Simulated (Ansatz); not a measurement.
Working through vertical spin-state energies of C₂H₆AlClO, SMILES C[O][Al]([CH3])[Cl]

Computed with the Ansatz DFT code, driven from Python.

The cells in order, each with its output:

In [1]:
```python
import ansatz as az
```

In [2]:
```python
geometry_ang = [
    ("C", [-1.5312, 1.1814, 0.0381]),
    ("O", [-1.3632, 0.0615, -0.7308]),
    ("Al", [0.426, -0.2899, -0.8176]),
    ("C", [1.3828, -1.4007, 0.6012]),
    ("Cl", [1.6905, 0.5612, -2.4435]),
    ("H", [-1.096, 2.1276, -0.4451]),
    ("H", [-1.2053, 1.099, 1.0798]),
    ("H", [-2.6323, 1.4401, 0.0532]),
    ("H", [1.1592, -0.9186, 1.6373]),
    ("H", [2.3977, -1.4988, 0.424]),
    ("H", [0.8372, -2.4198, 0.624]),
]
molecule = az.Crystal.molecule()
for symbol, xyz in geometry_ang:
    molecule = molecule.atom(symbol, xyz)
```

In [3]:
```python
calc = molecule.calculation()
calc = calc.basis(gaussian="def2-SVP")
calc = calc.functional("b3lyp")
found = {}
for unpaired in [0, 2]:
    r = calc.spin("collinear", total=unpaired).run(threads=1, backend="cpu").report
    s = unpaired / 2
    found[unpaired] = r["free_energy_ev"]
    print(f"2S+1 = {unpaired + 1}: E = {found[unpaired]:.5f} eV, <S^2> = {abs(r['mean_field']['state']['spin_squared']):.3f} (pure state {s * (s + 1):.2f})")
lowest = min(found, key=found.get)
for unpaired, e in found.items():
    print(f"multiplicity {unpaired + 1}: {23.060548 * (e - found[lowest]):.1f} kcal/mol above the lowest")
```
```text
2S+1 = 1: E = -23332.84743 eV, <S^2> = 0.000 (pure state 0.00)
2S+1 = 3: E = -23327.53079 eV, <S^2> = 2.009 (pure state 2.00)
multiplicity 1: 0.0 kcal/mol above the lowest
multiplicity 3: 122.6 kcal/mol above the lowest
```

In order: multiplicity 1 (+0.00 eV) and multiplicity 3 (+5.32 eV), all at the one geometry.

What to keep in mind:
- Total energies depend on the basis set; only differences at equal settings carry meaning.
- The geometry is a force-field or estimated start, not a minimum of this method, and the basis set is short of its limit. All parts are taken at fixed geometry, without zero-point energy.
- b3lyp holds the VWN-RPA fit, as in Gaussian; the form of ORCA and Turbomole is b3lyp5.
- Finished in 31 s on 1 thread of Intel(R) Xeon(R) Processor @ 2.30GHz, with other jobs on the host, peak memory 0.46 GiB.
